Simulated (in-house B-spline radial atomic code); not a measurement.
# La³⁶⁺: excited configurations

Aim: the energies of several excited configurations of La³⁶⁺ above a reference configuration, each from its own self-consistent run.

The numbers are computed with in-house B-spline radial atomic code version 1 (Dirac-Hartree-Fock, average of configuration, Fermi nucleus, basis-set limit), except any that are marked as measured or tabulated.

## 1. What is computed

| Item | Value |
| --- | --- |
| element | lanthanum (Z = 57) |
| charge | +36 |
| electrons | 21 |
| configuration | [Ar] 3d3 |
| Hamiltonian | Dirac-Coulomb |
| nucleus | Fermi, rms radius 4.855 fm |

The outer shells:

[Ar] 3d3
```
[Ar] core
3d [↑ ][↑ ][↑ ][  ][  ]
```

The boxes draw the filling by Hund's rule, which heavy ions in jj coupling don't follow; these runs average over all states of the configuration.

Input settings:

```ini
Z = 57
electrons = 21.0
configuration = [Ar] 3d3
hamiltonian = dirac
method = hf
spin_polarised = False
nucleus = fermi
rms_radius = 4.855
mass_number = 139
atomic_mass = 138.906362927
speed_of_light = 137.035999084
```

This reference run was done before. Its total energy is -7523.744352 hartree, and its levels are (the highest eight at most):

| orbital | occupation | energy (eV) | <r> (bohr) |
| --- | --- | --- | --- |
| 2s1/2 | 2 | -8121.14 | 0.1060 |
| 2p1/2 | 2 | -7758.12 | 0.08917 |
| 2p3/2 | 4 | -7337.87 | 0.09505 |
| 3s1/2 | 2 | -2927.26 | 0.2667 |
| 3p1/2 | 2 | -2777.48 | 0.2549 |
| 3p3/2 | 4 | -2680.27 | 0.2644 |
| 3d3/2 | 1.2 | -2476.85 | 0.2312 |
| 3d5/2 | 1.8 | -2455.12 | 0.2341 |

## 2. [Ar] 3d2 7d1

Input settings:

```ini
Z = 57
electrons = 21.0
configuration = [Ar] 3d2 7d1
hamiltonian = dirac
method = hf
spin_polarised = False
nucleus = fermi
rms_radius = 4.855
mass_number = 139
atomic_mass = 138.906362927
speed_of_light = 137.035999084
```

## 3. Configuration [Ar] 3d2 5p1

The settings differ from step 2 so:

```diff
@@ -2,3 +2,3 @@
 electrons = 21.0
-configuration = [Ar] 3d2 7d1
+configuration = [Ar] 3d2 5p1
 hamiltonian = dirac
```

## 4. Run with [Ne] 3s2 3p5 3d3 4p1

The settings differ from step 3 so:

```diff
@@ -2,3 +2,3 @@
 electrons = 21.0
-configuration = [Ar] 3d2 5p1
+configuration = [Ne] 3s2 3p5 3d3 4p1
 hamiltonian = dirac
```

## 5. [Ne] 3s2 3p5 3d3 6d1

The settings differ from step 4 so:

```diff
@@ -2,3 +2,3 @@
 electrons = 21.0
-configuration = [Ne] 3s2 3p5 3d3 4p1
+configuration = [Ne] 3s2 3p5 3d3 6d1
 hamiltonian = dirac
```

## 6. Run with [Ar] 3d2 7p1

The settings differ from step 5 so:

```diff
@@ -2,3 +2,3 @@
 electrons = 21.0
-configuration = [Ne] 3s2 3p5 3d3 6d1
+configuration = [Ar] 3d2 7p1
 hamiltonian = dirac
```

**Question.** How far above the reference does each configuration lie (order and size, in eV)?

**Answer**, as computed:

| net move | configuration | energy above the reference (eV) | with Breit, QED, recoil (eV) | largest <r> (bohr) |
| --- | --- | --- | --- | --- |
| 3p → 4p | [Ne] 3s2 3p5 3d3 4p1 | 1319.29 | 1317.52 | 0.525 |
| 3d → 5p | [Ar] 3d2 5p1 | 1606.03 | 1605.49 | 0.865 |
| 3d → 7p | [Ar] 3d2 7p1 | 2043.16 | 2042.33 | 1.79 |
| 3d → 7d | [Ar] 3d2 7d1 | 2059.59 | 2058.66 | 1.80 |
| 3p → 6d | [Ne] 3s2 3p5 3d3 6d1 | 2158.70 | 2156.08 | 1.29 |

Quantum defects of the promoted electron, δ = n − ζ/√(−2ε) with ζ = 37 and ε its orbital energy in hartree:

| promotion | δ |
| --- | --- |
| 3p → 4p | 0.342 |
| 3d → 5p | 0.334 |
| 3d → 7p | 0.329 |
| 3d → 7d | 0.194 |
| 3p → 6d | 0.193 |

**Reading.** The lowest of them is 3p → 4p at 1319.29 eV and the highest 3p → 6d at 2158.70 eV. Of those tabulated, the defect is largest for 4p (0.34) and least for 6d (0.19); at this charge much of the defect is relativistic. Two partly filled shells share a symmetry and can mix in the average, which may lower the energy, for: 3p → 4p; 3d → 7d; 3p → 6d. These are averages over configurations, without correlation, not spectroscopic levels.
